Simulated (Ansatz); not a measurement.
# C4H2Cl2Zr: the cost of one run

The runs use Ansatz 0.2.0, Gaussian basis; the settings change from run to run.

**1. The relaxed structure**

An earlier PBE0-D4 in a triple-zeta def2 set relaxation fixed the geometry. Zr takes a core potential in def2 sets; no spin-orbit term is included.

SMILES `C#[C][Zr]([Cl])([Cl])[C]#C`, 9 atoms, charge 0, spin multiplicity 1.

Atoms are counted from 1 here; the program's logs count them from 0.

Bond lengths: C1–C2 1.216 Å, C1–H8 1.068 Å, C2–Zr3 2.157 Å, Zr3–Cl4 2.323 Å, Zr3–Cl5 2.323 Å, Zr3–C6 2.157 Å, C6–C7 1.216 Å, C7–H9 1.068 Å. Angles: C2–C1–H8 179.9°, C1–C2–Zr3 179.1°, C2–Zr3–Cl4 109.2°, C2–Zr3–Cl5 109.1°, C2–Zr3–C6 108.4°, Cl4–Zr3–Cl5 111.8°, Cl4–Zr3–C6 109.1°, Cl5–Zr3–C6 109.2°, Zr3–C6–C7 179.1°, C6–C7–H9 179.9°.

Coordinates:

```xyz
9
charge 0, multiplicity 1
C     0.3293   -2.4632    1.4810
C    -0.1372   -1.4449    1.0077
Zr   -0.9342    0.3692    0.1552
Cl   -2.7771   -0.1518   -1.1594
Cl   -1.4855    1.8373    1.8689
C     0.5868    1.2667   -1.0834
C     1.4561    1.7574   -1.7778
H     0.7410   -3.3572    1.8948
H     2.2207    2.1865   -2.3870
```

**2. RPBE/def2-TZVPP**

Set apart from the defaults: charge +1, multiplicity 2.

in.yaml reads:

```yaml
crystal:
  periodic: [false, false, false]
  atoms:
    - {symbol: C, position_ang: [0.329329, -2.463204, 1.481048]}
    - {symbol: C, position_ang: [-0.137196, -1.444917, 1.007667]}
    - {symbol: Zr, position_ang: [-0.934164, 0.369245, 0.155213]}
    - {symbol: Cl, position_ang: [-2.777091, -0.151779, -1.159366]}
    - {symbol: Cl, position_ang: [-1.485468, 1.837281, 1.868935]}
    - {symbol: C, position_ang: [0.586811, 1.266678, -1.083440]}
    - {symbol: C, position_ang: [1.456117, 1.757415, -1.777793]}
    - {symbol: H, position_ang: [0.740966, -3.357198, 1.894783]}
    - {symbol: H, position_ang: [2.220685, 2.186491, -2.387037]}
basis:
  gaussian: {orbitals: def2-TZVPP}
total_charge: 1
magnetization: {spin_polarized: true, initial_magnetization: 1}
hamiltonian: {xc: {name: RPBE}}
output: {forces: true}
```

Launch:

```
$ ansatz run in.yaml --threads 4 --pin off --events-out ev --progress --plain --max-ram 11315MiB
```

Q: Estimate wall time and peak memory on 4 threads of Intel Xeon at 2.50GHz, shared host.

About 2.8 min, with a peak of 1.2 GiB.
